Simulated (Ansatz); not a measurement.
Runs of Ansatz 0.2.0 on Ge3Pd. It takes space group Pm-3m (No. 221, cubic). The conventional cell has a = 4.142 Å, b = 4.142 Å, c = 4.142 Å, α = 90.00°, β = 90.00°, γ = 90.00°. Around Pd (site symmetry m-3m) lie 12 Ge at 2.93 Å. Ge (site symmetry 4/mmm) is surrounded by 4 Pd at 2.93 Å and 8 Ge at 2.93 Å. The cell comes from a database or a generator and needn't be the stable form of this composition.

```csv
task,level,cell,points for each segment of the path,gap on the mesh (eV),pressure (GPa),relaxed volume (Å³/atom)
single point,PBE0,as given,-,none,-2.6,-
relaxation of cell and atoms,HSE06,relaxed,-,none,0.0,17.19
band structure,HSE06,as given,4,none,-2.6,-
relaxation of cell and atoms,PBE0,relaxed,-,none,0.0,(a)
```

Alike in all rows: potentials or basis Ansatz PAW; no spin polarisation; k mesh 4 × 4 × 4; cutoff (eV) 420; smearing fermi-dirac 0.05 eV; the mesh is coarse, so values aren't converged.

Q: Estimate the missing entries.

A: (a) 17.14.

Caveats: all runs use coarse meshes; the PAW data sets come from PBE, with cores solved anew for the run's functional, which leaves a small shift of forces and pressure; the thresholds are loose for stress (some runs); the plane-wave basis is chosen anew once the cell has moved, so the energies of steps on either side of that aren't comparable (some runs).

A k mesh can miss the band edges, and the runs leave out spin-orbit coupling on Ge, Pd.

A gap of «none» marks a metal or a gap under the smearing width.
